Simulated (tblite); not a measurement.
# C4H13BGeS: the cost of one run

Computed with tblite 0.8.0 and PySCF 2.14.0, with density-fitted response routines of our own, on a single molecule in the gas phase. Atoms count from 0, in the outputs and in this text.

### 1 Starting geometry

20 atoms, charge 0, multiplicity 1; geometry from: force field or distance geometry start.

Bonds of the start (Å): B0–C1 1.59, C1–Ge2 1.94, Ge2–S3 2.20, S3–C4 1.81, C4–C5 1.52, C5–C6 1.51, B0–H7 1.19, B0–H8 1.20, C1–H9 1.13, C1–H10 1.10, Ge2–H11 1.57, Ge2–H12 1.56, C4–H13 1.12, C4–H14 1.09, C5–H15 1.10, C5–H16 1.12, C6–H17 1.09, C6–H18 1.12, C6–H19 1.12.

### 2 Geometry optimisation with GFN2-xTB

What the job is given:

```
{"job": {"kind": "relax", "xc": "GFN2-xTB", "basis": "xTB"}, "charge": 0, "multiplicity": 1}
B     -2.773700     1.084200     0.150400
C     -3.240700    -0.403700    -0.146900
Ge    -1.780100    -1.562000    -0.684100
S      0.015200    -0.466700    -1.342300
C      1.326700    -0.446700    -0.094800
C      2.136500     0.819100    -0.336000
C      3.511500     0.741900     0.286000
H     -2.726400     1.794100    -0.806400
H     -3.279900     1.567300     1.119700
H     -3.687600    -0.847900     0.787600
H     -4.017700    -0.349900    -0.930700
H     -2.302400    -2.358800    -1.927000
H     -1.462700    -2.591500     0.442600
H      2.054000    -1.287200    -0.253700
H      0.980600    -0.486300     0.937600
H      2.216800     0.918700    -1.425300
H      1.538400     1.675000     0.063600
H      4.169700     1.440100    -0.233700
H      3.865100    -0.314700     0.217900
H      3.451500     1.085500     1.353400
```

The run is started by

```
OMP_NUM_THREADS=1 python probes_run.py task.json out
```

This one command runs all jobs of the session in turn.

**Question.** How long does this first job take on 1 thread of Intel Xeon at 2.50GHz, shared host, and how much memory does it need?

About 6.5 s, with a peak of 0.18 GiB.
